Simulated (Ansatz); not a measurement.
Runs of Ansatz 0.2.0 on Ba2Tl5V3O12. The typed cell holds 22 atoms: a = 6.653 Å, b = 8.840 Å, c = 9.892 Å, α = 71.07°, β = 73.99°, γ = 70.69°. The cell was built by a generator and needn't be a form met in nature.

```csv
U,gap on the mesh (eV),pressure (GPa),moment (μB),largest force (eV/Å)
V d U = 4 eV,2.91,0.3,0.00,0.12
V d U = 8 eV,2.91,(a),0.00,0.28
V d U = 2 eV,2.91,0.1,0.00,0.06
V d U = 6 eV,2.91,0.5,0.00,(b)
```

Alike in all rows: task projected density of states; level PBE+U; potentials or basis Ansatz PAW; spin collinear, ferromagnetic start; cell as given; k mesh 5 × 4 × 3; cutoff (eV) 420; smearing fermi-dirac 0.05 eV.

Q: Estimate the missing entries.

A: (a) 0.7; (b) 0.20.

Caveats: the magnetic or orbital state may not be the lowest; odd divisions of the mesh miss points on the zone boundary, where band edges often lie, so the gap on the mesh can be too wide; spin-orbit coupling is left out, which as a rule narrows the gap of such compounds by several tenths of an eV; the density of states is complete only up to the lowest level of the last band computed; the starting moments weren't kept.

A k mesh can miss the band edges, and the runs leave out spin-orbit coupling on Ba, Tl.
